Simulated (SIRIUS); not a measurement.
## GaF under changes of volume

One of the cells (23.519 Å³/atom); the others are scaled copies at fixed shape and fractional positions:

```
Ga F
1.0
     0.00000    2.86509    2.86509
     2.86509    0.00000    2.86509
     2.86509    2.86509    0.00000
Ga F
1 1
Direct
  0.25000 0.25000 0.25000
  0.00000 0.00000 0.00000
```

The cell was built by a generator and needn't be a form met in nature.

| Item | Value |
| --- | --- |
| Program | SIRIUS 7.12.0 |
| Functional | PBE |
| Potentials or basis | all-electron FP-LAPW |
| Cutoff | 273 eV |
| Basis | apw+lo standard |
| k mesh | 8 × 8 × 8 |
| Occupations | fermi-dirac, width 0.05 eV |
| Spin | no spin polarisation |

```tsv
volume (Å³/atom)	energy over the lowest point (meV/atom)	gap on the mesh (eV)
21.674	6.43	2.02
22.135	2.24	2.11
22.596	?	?
23.519	0.00	2.35
23.980	2.13	2.43
24.441	5.52	2.50
```

Task: What does the run at 22.596 Å³/atom give?

Result: Energy over the lowest point 0.03 meV/atom; gap on the mesh 2.19 eV.

Worked out: A Birch-Murnaghan fit of order 3 (a polynomial in V^(-2/3)) to the other rows has its minimum at 23.03 Å³/atom with B0 = V·E''(V) = 26 GPa and B' = 4.0. It gives -0.11 meV/atom at 22.596 Å³/atom, against the run's 0.03. A straight line through the other rows of the gap, of slope 4 eV per unit of ln V, gives 2.19 eV, against the run's 2.19.

Energies are extrapolated to zero smearing.

A mesh can miss the band edges. Spin-orbit coupling on Ga is left out.
